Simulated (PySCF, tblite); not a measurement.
# C4H5ClN2: infrared bands and NMR shifts

Aim: predict the infrared bands and NMR shifts of C4H5ClN2 (`Cc1[nH]ncc1Cl`).

Programs: tblite 0.8.0 and PySCF 2.14.0, with density-fitted response routines of our own. Each step states its level of theory. These are calculated values for one molecule in the gas phase, unless marked as measured. Atoms count from 0, in the outputs and in this text.

**1. The molecule as given**

12 atoms, charge 0, multiplicity 1; geometry from: GFN2-xTB.

Bonds of the start (Å): C0–C1 1.48, C1–N2 1.35, N2–N3 1.33, N3–C4 1.32, C4–C5 1.40, C5–Cl6 1.71, C5–C1 1.38, C0–H7 1.09, C0–H8 1.09, C0–H9 1.09, N2–H10 1.01, C4–H11 1.07.

**2. Harmonic vibrations with GFN2-xTB**

What the job is given:

```
{"job": {"kind": "ir", "xc": "GFN2-xTB", "basis": "xTB"}, "charge": 0, "multiplicity": 1}
C     -1.729022    -0.020429     0.087926
C     -0.249431    -0.079308     0.011865
N      0.465648    -1.223868     0.088018
N      1.778789    -1.023805     0.006655
C      1.942339     0.275655    -0.124260
C      0.696024     0.921791    -0.127082
Cl     0.386188     2.601648    -0.277365
H     -2.168452    -0.954820    -0.253854
H     -2.052121     0.160415     1.113592
H     -2.094505     0.796363    -0.529739
H      0.107741    -2.160609     0.190203
H      2.918000     0.706280    -0.211985
```

**Question.** This job is followed by: GIAO PBE0/pcSseg-1 NMR shielding, non-relativistic, gas phase. Predict these results of the whole session: strongest single infrared mode (GFN2-xTB); zero-point energy (GFN2-xTB); 13C shifts against TMS (PBE0/pcSseg-1); 1H shifts against TMS (PBE0/pcSseg-1, means over atoms taken as alike); 15N shifts against NH3 (PBE0/pcSseg-1); 35Cl shifts against HCl (PBE0/pcSseg-1).

As calculated:

```
                                                              quantity                          value
                             strongest single infrared mode (GFN2-xTB)            655 cm⁻¹, 53 km/mol
                                          zero-point energy (GFN2-xTB)                  54.7 kcal/mol
                                13C shifts against TMS (PBE0/pcSseg-1)  142.7, 139.0, 120.1, 11.1 ppm
1H shifts against TMS (PBE0/pcSseg-1, means over atoms taken as alike)           9.16, 7.44, 2.39 ppm
                                15N shifts against NH3 (PBE0/pcSseg-1)               335.4, 221.0 ppm
                               35Cl shifts against HCl (PBE0/pcSseg-1)                         99 ppm
```

All 30 modes are real, so the xTB geometry is a minimum. The strongest single mode, at 655 cm⁻¹, moves mainly H10 and N3. Unscaled tight-binding wavenumbers are off by several per cent, some by more. Its intensities can rank the bands wrongly. At PBE0/pcSseg-1: Shielding is most anisotropic at N3 (span 496 ppm, paramagnetic term -389 ppm). NICS(1)zz of -29 ppm above the planar ring from C1 marks a diatropic (aromatic) ring current.
